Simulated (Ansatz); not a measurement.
# C2H7BOSi: one species, many methods

The task here is to estimate one member of a computed series from the others.

Program: Ansatz 0.2.0, Gaussian basis. Level of theory: functionals in def2-TZVPP, the program's frozen cores in correlated methods. These are calculated values, not measurements.

Plan: PBE-D4, r2SCAN-D4, PBE0-D4, B3LYP-D4, ωB97X-V, ωB97M-V, B2PLYP; CCSD(T)/def2-TZVPP; MP2/def2-QZVPP; extrapolation to the limit.

### Structure used throughout

All runs share one geometry, relaxed beforehand with PBE0-D4 in a triple-zeta def2 set.

SMILES `CC1[SiH2]B1O`, 12 atoms, charge 0, spin multiplicity 1.

Atoms are counted from 1 here; the program's logs count them from 0.

Bond lengths: C1–C2 1.512 Å, C1–H6 1.094 Å, C1–H7 1.092 Å, C1–H8 1.093 Å, C2–Si3 1.942 Å, C2–B4 1.530 Å, C2–H9 1.100 Å, Si3–B4 1.952 Å, Si3–H10 1.483 Å, Si3–H11 1.488 Å, B4–O5 1.343 Å, O5–H12 0.961 Å. Angles: C2–C1–H6 111.3°, C2–C1–H7 110.9°, C2–C1–H8 111.8°, H6–C1–H7 107.1°, H6–C1–H8 107.9°, H7–C1–H8 107.5°, C1–C2–Si3 133.2°, C1–C2–B4 127.2°, C1–C2–H9 113.6°, Si3–C2–B4 67.2°, Si3–C2–H9 96.5°, B4–C2–H9 109.4°, C2–Si3–B4 46.3°, C2–Si3–H10 112.6°, C2–Si3–H11 120.0°, B4–Si3–H10 128.1°, B4–Si3–H11 119.9°, H10–Si3–H11 111.4° and more.

Set-up of the first run:

Input file in.yaml:

```yaml
crystal:
  periodic: [false, false, false]
  atoms:
    - {symbol: C, position_ang: [-1.424123, 0.863199, -0.198963]}
    - {symbol: C, position_ang: [-0.334200, -0.163990, -0.403503]}
    - {symbol: Si, position_ang: [0.580805, -1.389181, 0.793763]}
    - {symbol: B, position_ang: [1.177413, 0.068802, -0.359112]}
    - {symbol: O, position_ang: [2.002502, 1.100740, -0.601389]}
    - {symbol: H, position_ang: [-1.569877, 1.472925, -1.095516]}
    - {symbol: H, position_ang: [-1.169387, 1.544758, 0.615741]}
    - {symbol: H, position_ang: [-2.380486, 0.396063, 0.049051]}
    - {symbol: H, position_ang: [-0.566694, -0.903908, -1.183755]}
    - {symbol: H, position_ang: [0.360567, -2.810347, 0.430660]}
    - {symbol: H, position_ang: [0.505181, -1.186972, 2.265769]}
    - {symbol: H, position_ang: [2.895299, 0.952712, -0.278745]}
basis:
  gaussian: {orbitals: def2-TZVPP}
hamiltonian: {xc: pbe, dispersion: d4}
output: {forces: true, orbitals: {seedname: orbitals}}
```

Run with:

```console
ansatz run in.yaml --threads 4 --pin off --events-out ev --progress --plain --max-ram 10444MiB
```

Steps of the session up to this table: PBE-D4 (GGA); r2SCAN-D4 (meta-GGA); PBE0-D4 (hybrid); B3LYP-D4 (hybrid); ωB97X-V (range-separated); ωB97M-V (range-separated); B2PLYP (double hybrid); CCSD(T) in def2-TZVPP; MP2 in def2-QZVPP.

One table of the session follows, with a row left open; its other results are not shown here.

It belongs to the step «Atomisation energies». 

| method | atomisation energy (kcal/mol) |
| --- | --- |
| PBE-D4 | 1102.0 |
| r2SCAN-D4 | 1086.8 |
| PBE0-D4 | 1085.2 |
| B3LYP-D4 | 1079.6 |
| ωB97X-V | 1082.2 |
| ωB97M-V | 1083.4 |
| B2PLYP | 1068.4 |
| HF/def2-TZVPP | 798.7 |
| MP2/def2-TZVPP | ? |
| CCSD/def2-TZVPP | 1035.7 |
| CCSD(T)/def2-TZVPP | 1051.2 |
| MP2/CBS | 1094.2 |
| CCSD(T)/CBS | 1077.1 |

Q: Estimate the row for MP2/def2-TZVPP from the others.

The run gave: atomisation energy (kcal/mol): 1068.3. In the column «atomisation energy (kcal/mol)» it lies between CCSD(T)/def2-TZVPP (1051.2) and B2PLYP (1068.4).

Limits of these values: Free atoms (2 C, 1 Si, 1 B, 1 O, 7 H) were run apart at each level; the atomisation energy is their sum less the molecule, without zero-point or spin-orbit terms.
